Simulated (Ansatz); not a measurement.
Input of an Ansatz 0.2.0 run:

File input.yaml:

```yaml
crystal:
  lattice:
    - [0.0, 3.86259, 3.86259]
    - [3.86259, 0.0, 3.86259]
    - [3.86259, 3.86259, 0.0]
  atoms:
    - { symbol: Na, position: [0.25, 0.25, 0.25] }
    - { symbol: La, position: [0.75, 0.75, 0.75] }
    - { symbol: Mn, position: [0.5, 0.5, 0.5], spin: 4.0 }
    - { symbol: Mo, position: [0.0, 0.0, 0.0], spin: 1.0 }
    - { symbol: O, position: [0.74662, 0.25338, 0.25338] }
    - { symbol: O, position: [0.25338, 0.25338, 0.74662] }
    - { symbol: O, position: [0.25338, 0.74662, 0.25338] }
    - { symbol: O, position: [0.74662, 0.25338, 0.74662] }
    - { symbol: O, position: [0.74662, 0.74662, 0.25338] }
    - { symbol: O, position: [0.25338, 0.74662, 0.74662] }
hamiltonian:
  xc: pbe
  pseudopotentials: { kind: paw, level: accurate }
magnetization:
  spin_polarized: true
kpoints:
  mp_grid: { grid: [6, 6, 6] }
scf:
  occupations: { method: fermi_dirac, width: 0.05 }
output:
  forces: true
  stress: true
  eigenvalues: true
```

Potentials or basis: Ansatz PAW earlier set.

The run is started by

```console
$ ansatz run input.yaml --threads 8 --pin off --max-ram 20480MiB --backend cpu --events-out ev --progress --plain --runs-dir out
```

Task: Predict the absolute moment.

Result: 3.17 μB per cell.

Task: Estimate the pressure.

Result: 0.0 GPa.

Forces in eV/Å, atoms in the order of the input:
```
Na   0.000  0.000  0.000
La   0.000  0.000  0.000
Mn   0.000  0.000  0.000
Mo   0.000  0.000  0.000
O    0.008  0.000  0.000
O    0.000  0.000  0.008
O    0.000  0.008  0.000
O    0.000 -0.008  0.000
O    0.000  0.000 -0.008
O   -0.008  0.000  0.000
```

Caveat: a cell with one magnetic atom can't hold antiferromagnetic order, which such compounds often take; semilocal functionals often make such compounds metallic where correlation or magnetic order opens a gap, which also shifts bond lengths; the starting moments weren't kept. The run has no spin-orbit coupling, so splittings on La are missing.
